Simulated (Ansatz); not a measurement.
# TaN: the cost of one run

Computed with Ansatz 0.2.0 (DFT LDA, scalar-relativistic, unless a step's input says otherwise).

## Step 1: The starting structure

The structure is hexagonal, space group P6/mmm (No. 191). The conventional cell has a = 5.185 Å, b = 5.185 Å, c = 2.908 Å, α = 90.00°, β = 90.00°, γ = 120.00°. Ta (site symmetry 6/mmm) has 6 N at 2.59 Å and 2 Ta at 2.91 Å as nearest neighbours. Around Ta (site symmetry -6m2) lie 6 N at 2.09 Å. Around N (site symmetry mmm) lie 6 Ta at 2.09 to 2.59 Å.

Coordinates:

```
Ta N
1.0
     5.18500    0.00000    0.00000
    -2.59250    4.49034    0.00000
     0.00000    0.00000    2.90800
Ta N
3 3
Cartesian
  0.0000 0.0000 0.0000
  0.0000 2.9936 1.4540
  2.5925 1.4968 1.4540
  2.5925 0.0000 0.0000
  1.2962 2.2452 0.0000
  -1.2962 2.2452 0.0000
```

Atoms are numbered in the order of the input: Ta1, Ta2, Ta3, N4, N5, N6.

## Step 2: The deformed structure

Space group P6/mmm before, P6/mmm after.

## Step 3: All-electron LAPW

input.yaml

```yaml
crystal:
  lattice:
    - [5.2886992409, 0.0, 0.0]
    - [-2.6443496205, 4.5801478956, 0.0]
    - [0.0, 0.0, 2.908]
  atoms:
    - { symbol: Ta, position: [0.0, 0.0, 0.0] }
    - { symbol: Ta, position: [0.3333333333, 0.6666666667, 0.5] }
    - { symbol: Ta, position: [0.6666666667, 0.3333333333, 0.5] }
    - { symbol: "N", position: [0.5, 0.0, 0.0] }
    - { symbol: "N", position: [0.5, 0.5, 0.0] }
    - { symbol: "N", position: [0.0, 0.5, 0.0] }
kpoints:
  mp_grid: { grid: [5, 5, 8] }
  band_path:
    path:
      - [0.0, 0.0, 0.0]
      - [0.5, 0.0, 0.0]
      - [0.3333333333, 0.3333333333, 0.0]
      - [0.0, 0.0, 0.0]
      - [0.0, 0.0, 0.5]
      - [0.5, 0.0, 0.5]
      - [0.3333333333, 0.3333333333, 0.5]
      - [0.0, 0.0, 0.5]
      - [0.5, 0.0, 0.5]
    npoints: 5
scf:
  occupations: { method: fermi_dirac, width: 0.03 }
hamiltonian:
  xc: lda
  pseudopotentials: { kind: all_electron, lapw: { basis_error: 0.0005 } }
output:
  forces: true
  stress: true
  eigenvalues: true
```

Started as:

```console
> ansatz run input.yaml --threads 2 --pin off --max-ram 8192MiB --backend cpu --events-out ev --progress --plain --runs-dir out
```

Q: Estimate wall time and peak memory on 2 threads of Arm Neoverse V1, shared host.

About 99 s, with a peak of 0.82 GiB.
